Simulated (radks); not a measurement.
**H in 2s1: an all-electron calculation**

Aim: the levels, the sizes of the orbitals and the parts of the energy of neutral hydrogen.

Program: radks (a radial shooting solver on a logarithmic mesh, Libxc functionals) version 1. Level of theory: non-relativistic Kohn-Sham, PBE, spin-unpolarised, spherical densities, point nucleus. These are calculated values, not measurements, unless marked.

**1. What is computed**

| Quantity | Value |
| --- | --- |
| element | hydrogen (Z = 1) |
| charge | 0 |
| electrons | 1 |
| configuration | 2s1 |

Outer shells as boxes (Hund's rule):

H
```
2s [↑ ]
```

**2. Self-consistent calculation**

Settings of this run:

```text
Z 1
configuration 2s1
relativity non-relativistic
functional pbe,pbe
spin unpolarised
nucleus point
```

Command:

```console
python run_ks.py task.json out
```

The same process makes all the runs of this session.

**Question.** What will this run give?

The runs gave:

```
                        quantity                value
                    total energy     -0.12691 hartree
exchange-correlation share of it              61.78 %
                            −T/E               0.9593
          highest occupied level        2s, -1.983 eV
    most extended occupied level  2s, <r> = 5.88 bohr
 radius at density 0.001 e/bohr³            1.29 bohr
    maxima of the radial density                    2
```

**Reading.** The radial density shows 2 maxima for 1 occupied principal shells. This is not the tabulated ground configuration, so its levels and sizes aren't those of the ground state, and no measured value stands beside it.
